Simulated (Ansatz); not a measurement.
# GaNH₄ (singlet): the correlation ladder, cc-pVDZ

The task here is to estimate one member of a computed series from the others.

Computed with Ansatz 0.2.0, Gaussian basis. Level: cc-pVDZ, core rule «outside noble gas», up to 15 orbitals frozen.

To be run: UHF; CCSD(T) on RHF; BCCD(T) on RHF; CISD; CCSDT(Q) on RHF; CCSDTQ on RHF.

10 further runs of the same task are left out: 7 for a known fault of the program, 3 set aside as unsound or not needed.

## The geometry

The geometry is a PBE0/def2-TZVP stationary point (not a proven minimum). No spin-orbit coupling is included. The filled d shell of Ga may be among the frozen orbitals whatever the setting's name suggests; the logs give the count.

6 atoms, charge 0, spin multiplicity 1.

Atoms are counted from 1 here; the program's logs count them from 0.

Bond lengths: N1–Ga2 1.814 Å, N1–H3 1.006 Å, N1–H4 1.006 Å, Ga2–H5 1.561 Å, Ga2–H6 1.561 Å. Angles: Ga2–N1–H3 124.0°, Ga2–N1–H4 124.0°, H3–N1–H4 111.9°, N1–Ga2–H5 116.8°, N1–Ga2–H6 116.8°, H5–Ga2–H6 126.5°.

Set-up of the first run:

in.yaml

```yaml
crystal:
  periodic: [false, false, false]
  atoms:
    - {symbol: N, position_ang: [0.000000, 0.000000, 1.485666]}
    - {symbol: Ga, position_ang: [0.000000, 0.000000, -0.327885]}
    - {symbol: H, position_ang: [0.000000, 0.833308, 2.048783]}
    - {symbol: H, position_ang: [0.000000, -0.833308, 2.048783]}
    - {symbol: H, position_ang: [0.000000, 1.394263, -1.030956]}
    - {symbol: H, position_ang: [0.000000, -1.394263, -1.030956]}
basis:
  gaussian: {orbitals: cc-pVDZ}
magnetization: {spin_polarized: true, initial_magnetization: 0}
hamiltonian: {xc: hf}
output: {orbitals: {seedname: orbitals}}
```

Command:

```
ansatz run in.yaml --threads 1 --pin off --events-out ev --progress --plain --max-ram 4096MiB --backend cpu
```

Steps of the session up to this table: UHF; CCSD(T) on RHF; BCCD(T) on RHF; CISD; CCSDT(Q) on RHF; CCSDTQ on RHF.

One of the session's tables, all rows but one given; the rest of the session is left out.

| method | from RCCSDTQ (kcal/mol) |
| --- | --- |
| RHF | +177.20 |
| RMP2 | +21.59 |
| RCCSD | +4.74 |
| RCCSD(T) | ? |
| BCCD(T) | +0.72 |
| RCCSDT | +0.35 |
| RCCSDT(Q) | -0.04 |
| RCCSDTQ | 0 |

**Question.** Estimate the row for RCCSD(T).

**Answer.** from RCCSDTQ (kcal/mol): +0.73. In the column «from RCCSDTQ (kcal/mol)» it lies between BCCD(T) (+0.72) and RCCSD (+4.74).

Not comparable, so not listed: CISD (they don't share determinant, frozen orbitals or solution with the rows shown, or repeat one).
